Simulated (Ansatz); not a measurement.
# ClH5O2Sn: the cost of one run

Method: RKS LDA/def2-SVP, in Ansatz 0.2.0.

## (1) The structure to begin with

Bond lengths: Sn1–Cl2 2.818 Å, Sn1–H3 1.692 Å, Sn1–H4 1.707 Å, Sn1–H5 1.691 Å, Sn1–O7 2.399 Å, O7–O8 1.408 Å, O8–H9 0.969 Å. Angles: Cl2–Sn1–H3 84.7°, Cl2–Sn1–H4 148.4°, Cl2–Sn1–H5 83.7°, Cl2–Sn1–O7 65.4°, H3–Sn1–H4 109.7°, H3–Sn1–H5 124.3°, H3–Sn1–O7 110.8°, H4–Sn1–H5 108.2°, H4–Sn1–O7 83.0°, H5–Sn1–O7 113.0°, Sn1–O7–O8 105.9°, O7–O8–H9 103.4°.

Coordinates:

```xyz
9

Sn   -0.4356    0.1666   -1.2064
Cl    2.1931   -0.7117   -0.6952
H    -0.5067   -1.1561   -2.2596
H    -1.9963    0.5089   -0.6051
H     0.3242    1.6338   -1.5682
H     1.1792   -0.6864    0.7333
O    -0.0460   -0.5582    1.0467
O    -0.2087    0.5838    1.8533
H    -0.5032    0.2193    2.7013
```

## (2) A restrained relaxation towards end A

Springs on the bonds that form and break draw the guess towards this end; the thresholds are loose.

Input file input.yaml:

```yaml
crystal:
  periodic: [false, false, false]
  atoms:
    - { symbol: Sn, position_ang: [-0.4356, 0.1666, -1.2064] }
    - { symbol: Cl, position_ang: [2.1931, -0.7117, -0.6952] }
    - { symbol: H, position_ang: [-0.5067, -1.1561, -2.2596] }
    - { symbol: H, position_ang: [-1.9963, 0.5089, -0.6051] }
    - { symbol: H, position_ang: [0.3242, 1.6338, -1.5682] }
    - { symbol: H, position_ang: [1.1792, -0.6864, 0.7333] }
    - { symbol: O, position_ang: [-0.046, -0.5582, 1.0467] }
    - { symbol: O, position_ang: [-0.2087, 0.5838, 1.8533] }
    - { symbol: H, position_ang: [-0.5032, 0.2193, 2.7013] }
basis:
  gaussian: { orbitals: def2-SVP }
hamiltonian:
  xc: lda
relax:
  f_tol: 0.15
  max_steps: 25
  restrain:
    - { distance: [0, 6], at: 3.35, k: 30.0 }
    - { distance: [5, 1], at: 2.63, k: 30.0 }
    - { distance: [0, 1], at: 2.41, k: 30.0 }
    - { distance: [5, 6], at: 0.97, k: 30.0 }
output:
  orbitals: {}
```

Run with:

```bash
$ ansatz run input.yaml --threads 2 --pin off --max-ram 3072MiB --backend cpu --events-out ev --progress --plain --runs-dir out
```

**Question.** How long does this run take on 2 threads of Arm Neoverse V1, shared host, and how much memory does it need?

About 11 s, with a peak of 0.13 GiB.
